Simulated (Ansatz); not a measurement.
# FGeH₂N (SMILES [NH2][Ge][F]): functionals against CCSD(T) at one geometry

The task here is to estimate one member of a computed series from the others.

Method: single points in def2-TZVPP; program: Ansatz 0.2.0, Gaussian basis.

Cores are frozen in the correlated methods. Filled d shells of the heavier atoms are correlated.

## Where the work starts

SMILES `[NH2][Ge][F]`, 5 atoms, charge 0, spin multiplicity 1.

Atoms are counted from 1 here; the program's logs count them from 0.

Bond lengths: N1–Ge2 1.782 Å, N1–H4 1.042 Å, N1–H5 1.008 Å, Ge2–F3 1.842 Å. Angles: Ge2–N1–H4 123.4°, Ge2–N1–H5 124.8°, H4–N1–H5 111.3°, N1–Ge2–F3 93.1°.

Coordinates:

```mol
FGeH2N
  3D, bonds by distance, orders not assigned

  5  4  0  0  0  0  0  0  0  0999 V2000
   -0.4217    0.3716   -0.2026 N   0  0
    0.4351   -0.2290    1.2400 Ge  0  0
    1.6136   -1.2358    0.2455 F   0  0
   -1.2910    0.9447   -0.1564 H   0  0
   -0.2108    0.1028   -1.1504 H   0  0
  1  2  8  0
  1  4  8  0
  1  5  8  0
  2  3  8  0
M  END
```

The first run:

run/in.yaml reads:

```yaml
crystal:
  periodic: [false, false, false]
  atoms:
    - {symbol: N, position_ang: [-0.421700, 0.371600, -0.202600]}
    - {symbol: Ge, position_ang: [0.435100, -0.229000, 1.240000]}
    - {symbol: F, position_ang: [1.613600, -1.235800, 0.245500]}
    - {symbol: H, position_ang: [-1.291000, 0.944700, -0.156400]}
    - {symbol: H, position_ang: [-0.210800, 0.102800, -1.150400]}
basis:
  gaussian: {orbitals: def2-TZVPP}
correlation: {method: ccsd_t}
output: {forces: true}
```

Launch:

```
$ ansatz run in.yaml --threads 4 --pin off --events-out ev --progress --plain --max-ram 5222MiB
```

Among the steps run: CCSD(T)/def2-TZVPP; PBE0-D4/def2-TZVPP; wB97M-V/def2-TZVPP; r2SCAN-D4/def2-TZVPP; PBE-D4/def2-TZVPP; BHLYP-D4/def2-TZVPP; HSE06-D4/def2-TZVPP.

One of the session's tables, all rows but one given; the rest of the session is left out.

| method | RMS force component (eV/Å) | angle to CCSD(T) forces (°) | dipole (D) |
| --- | --- | --- | --- |
| CCSD(T) | 0.863 | reference | 3.06 |
| PBE0-D4 | 0.839 | 3.3 | 3.08 |
| wB97M-V | 0.828 | 4.1 | 3.07 |
| r2SCAN-D4 | 0.819 | 3.7 | 3.05 |
| PBE-D4 | ? | ? | ? |
| BHLYP-D4 | 0.961 | 9.3 | 3.18 |
| HSE06-D4 | 0.839 | 3.3 | 3.07 |

Q: Estimate the row for PBE-D4 from the others.

As computed: RMS force component (eV/Å): 0.751; angle to CCSD(T) forces (°): 21.9; dipole (D): 2.97. In the column «RMS force component (eV/Å)» it is the lowest.

Caveats from the session: CCSD(T) in triple zeta still lacks some correlation energy of the bonds, so part of these gaps is its own basis error and they don't rank the functionals.
